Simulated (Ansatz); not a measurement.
# CH₂BrNSi: small, medium and large basis sets

Aim: see how fast density functionals converge with the basis set for CH₂BrNSi.

Computed with Ansatz 0.2.0, Gaussian basis. Level: one geometry, several basis sets.

Levels to be run: PBE0-D4/def2-SVP; ωB97M-V/def2-SVP; PBE0-D4/def2-QZVPP; ωB97M-V/def2-QZVPP; the functionals' def2-TZVPP values are taken from earlier runs.

### 1 The relaxed structure

All runs share one geometry, relaxed beforehand with PBE0-D4/def2-TZVP.

SMILES `BrC1=N[SiH2]1`, 6 atoms, charge 0, spin multiplicity 1.

Atoms are counted from 1 here; the program's logs count them from 0.

Bond lengths: Br1–C2 1.881 Å, C2–N3 1.262 Å, C2–Si4 1.776 Å, N3–Si4 1.804 Å, Si4–H5 1.475 Å, Si4–H6 1.475 Å. Angles: Br1–C2–N3 129.8°, Br1–C2–Si4 159.7°, N3–C2–Si4 70.6°, C2–N3–Si4 68.2°, C2–Si4–N3 41.3°, C2–Si4–H5 121.7°, C2–Si4–H6 121.7°, N3–Si4–H5 118.1°, N3–Si4–H6 118.1°, H5–Si4–H6 115.0°.

Coordinates:

```tsv
atom	x (Å)	y (Å)	z (Å)
Br1	-0.1301	-2.7497	0.3922
C2	-0.2047	-0.9082	0.0185
N3	-1.0607	-0.2514	-0.6358
Si4	0.2534	0.8072	0.0019
H5	1.2465	1.3341	-0.9529
H6	-0.0622	1.7038	1.1298
```

### 2 PBE0-D4 in def2-SVP

The input, in.yaml:

```yaml
crystal:
  periodic: [false, false, false]
  atoms:
    - {symbol: Br, position_ang: [-0.130147, -2.749697, 0.392220]}
    - {symbol: C, position_ang: [-0.204662, -0.908195, 0.018505]}
    - {symbol: N, position_ang: [-1.060729, -0.251367, -0.635811]}
    - {symbol: Si, position_ang: [0.253396, 0.807232, 0.001950]}
    - {symbol: H, position_ang: [1.246487, 1.334125, -0.952885]}
    - {symbol: H, position_ang: [-0.062246, 1.703802, 1.129821]}
basis:
  gaussian: {orbitals: def2-SVP}
hamiltonian: {xc: pbe0, dispersion: d4}
output: {orbitals: {seedname: orbitals}}
```

Command:

```bash
$ ansatz run in.yaml --threads 2 --pin off --events-out ev --progress --plain --max-ram 4352MiB
```

Further steps of the session: ωB97M-V in def2-SVP; PBE0-D4 in def2-QZVPP; ωB97M-V in def2-QZVPP.

**Question.** What will the summary of the whole plan be? Wanted: PBE0-D4: double and triple zeta above quadruple; ωB97M-V: double and triple zeta above quadruple.

As calculated:

| quantity | value |
| --- | --- |
| PBE0-D4: double and triple zeta above quadruple | 16.13, 1.84 eV |
| ωB97M-V: double and triple zeta above quadruple | 16.10, 1.76 eV |

**Reading.** PBE0-D4 gains 14.28 eV from double to triple zeta, then 1.84 eV more. Total energies overstate the basis error of differences, where much of it tends to cancel. The LUMO of ωB97M-V is positive and keeps falling with the basis (0.79 to 0.22 eV): an unbound level that the basis holds in place.
